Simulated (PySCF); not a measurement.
# CH2ClF3Si: the cost of one run

Programs: PySCF 2.14.0, with density-fitted response routines of our own. Each step states its level of theory. These are calculated values for one molecule in the gas phase, unless marked as measured. Atoms are numbered from 0 throughout.

**1. The molecule as given**

8 atoms, charge 0, multiplicity 1; geometry from: GFN2-xTB. The atoms were then displaced at random by about 0.01 Å, so the start is not that level's minimum.

Bonds of the start (Å): F0–Si1 1.58, Si1–C2 1.96, C2–F3 1.33, C2–F4 1.35, C2–Cl5 1.79, Si1–H6 1.45, Si1–H7 1.45.

**2. Geometry optimisation at PBE0-D3(BJ)/def2-SVP**

Job settings and geometry (Å):

```
{"job": {"xc": "PBE0", "basis": "def2-SVP", "d3": "d3bj", "grid": 1, "shake": 0.01, "kind": "geom"}, "charge": 0, "multiplicity": 1}
F      1.205760     1.242070    -1.089000
Si     1.009780     0.144130     0.031630
C     -0.902300    -0.284400     0.004420
F     -1.243360    -0.846430    -1.150340
F     -1.203150    -1.189500     0.960920
Cl    -1.883380     1.183460     0.283680
H      1.311550     0.750770     1.317810
H      1.760240    -1.019240    -0.411590
```

On the command line:

```sh
$ OMP_NUM_THREADS=1 python probes_run.py task.json out
```

One launch serves the whole session: the jobs run in the order shown.

Q: Estimate the wall time and peak memory of this first job on 1 thread of Arm Neoverse V1, shared host.

About 31 s, with a peak of 0.42 GiB.
